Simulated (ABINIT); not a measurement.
Crystal: GeCN2.

```
Ge N C
1.0
     1.79379    1.03565    4.92196
    -1.79379    1.03565    4.92196
     0.00000   -2.07129    4.92196
Ge N C
1 2 1
Cartesian
  0.0000 0.0000 0.0000
  0.0000 0.0000 8.6219
  0.0000 0.0000 6.1440
  0.0000 0.0000 7.3829
```

The cell comes from a database or a generator and needn't be the stable form of this composition.

Base run:

* Program: ABINIT 10.8.3 (patched build)
* Functional: PBEsol
* Potentials or basis: PseudoDojo NC SR PBEsol v0.4.1 standard
* Cutoff: 1143 eV
* k mesh: 9 × 9 × 9
* Occupations: fermi-dirac, width 0.05 eV
* Spin: no spin polarisation

Its results: band gap on the k mesh 1.01 eV, indirect (least direct gap 1.83 eV); pressure -2.9 GPa; largest force 0.193 eV/Å.

Q: After a change of settings the same cell gave: band gap on the k mesh 0.97 eV, indirect (least direct gap 1.77 eV); pressure -6.9 GPa; largest force 0.396 eV/Å. Which change was it?
A. potentials or basis from PseudoDojo NC SR PBEsol v0.4.1 standard to JTH PAW PBE v2.0; cutoff from 1143 eV to 707 eV
B. functional from PBEsol to PBE; potentials or basis from PseudoDojo NC SR PBEsol v0.4.1 standard to JTH PAW PBE v2.0; cutoff from 1143 eV to 707 eV
C. functional from PBEsol to LDA; potentials or basis from PseudoDojo NC SR PBEsol v0.4.1 standard to JTH PAW LDA v2.0; cutoff from 1143 eV to 707 eV

A: C.

Caveats: an odd mesh through Γ misses points on the zone boundary, where band edges often lie (some runs).

Not every run made on this cell is shown here.
